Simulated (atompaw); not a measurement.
**Pseudopotential generation for Zn: PAW (atompaw), PBE**

Aim: build the potential from the settings below, then test how well it stands in for the atom: scattering, ghost states and the plane-wave cutoff that it needs.

Program: atompaw 4.2.0.5. Reference atom: PBE, scalar-relativistic, spherical and spin-unpolarised. All values are calculated.

## Step 1: The design

Typed settings, in words:

| Quantity | Value |
| --- | --- |
| element | zinc (Zn, Z = 30) |
| type | PAW |
| frozen core | [Ar] |
| valence charge | 12 |
| reference configuration | 3d10 4s2 4p0 |
| partial waves | 4s (bound): rc 2.60 bohr; 4s channel at 0.2 Ry: rc 2.30 bohr; 4p (bound, empty): rc 2.60 bohr; 4p channel at 3.75 Ry: rc 2.60 bohr; 3d (bound): rc 1.25 bohr; 3d channel at -0.1 Ry: rc 1.25 bohr |
| local potential | bessel scheme, radius 1.90 bohr |
| core correction | smooth core density matched at 2.50 bohr |
| augmentation charge | sinc compensation charge, radius 2.10 bohr; PAW radius 2.60 bohr; waves and projectors: custom polynom2 7 10 vanderbiltortho |

An earlier all-electron run gives the scale for the radii.

All-electron outer shells of the reference configuration (PBE, scalar-relativistic, ld1.x):

```tsv
shell	level (eV)	outermost node (bohr)	outermost maximum (bohr)
3s	-129.23	0.28	0.59
3p	-83.40	0.25	0.59
3d	-10.14	–	0.57
4s	-5.98	0.85	2.09
4p	-1.12	0.92	3.08
```

## Step 2: Generation

Contents of Zn.input:

```
Zn 30
GGA-PBE scalarrelativistic loggrid 1500 logderivrange -3 5 201
4 4 3 0 0 0
4 1 0
0 0 0
c
c
c
v
c
c
v
v
2
2.60 2.10 1.90 2.50
y
0.2
n
y
3.75
n
y
-0.1
n
custom polynom2 7 10 vanderbiltortho sinc
bessel
2.60
2.30
2.60
2.60
1.25
1.25
PWSCFOUT
UPFDX 0.0125d0 UPFXMIN -7.d0 UPFZMESH 30.d0
END
```

Launch:

```console
$ atompaw < Zn.input > Zn.log
```

Before running it: what results should come out? Wanted: cutoffs for 10 and 1 mRy, occupied levels; bound ghosts; largest phase difference near zero energy, channels read; lowest eigenvalue of the overlap; share of valence orbitals outside the PAW sphere; UPF file.

The runs gave:

| quantity | value |
| --- | --- |
| cutoffs for 10 and 1 mRy, occupied levels | over 300 Ry and over 300 Ry |
| bound ghosts | none found |
| largest phase difference near zero energy, channels read | 0.001 rad |
| lowest eigenvalue of the overlap (Bessel basis) | 0.229 (s) |
| share of valence orbitals outside the PAW sphere | 4s 44 %, 4p 80 %, 3d 2 % |
| UPF file | written |

In words: It counts as very hard, with over 300 Ry needed at the looser tolerance. The slowest occupied level is 3d: taken alone it needs over 300 Ry to come within 1 mRy, against 8 Ry for 4s. The Bessel-basis test finds no level below the valence levels. Near zero energy the phases of the channels with partial waves agree within 0.001 rad. All of this concerns the isolated atom, not yet a solid.
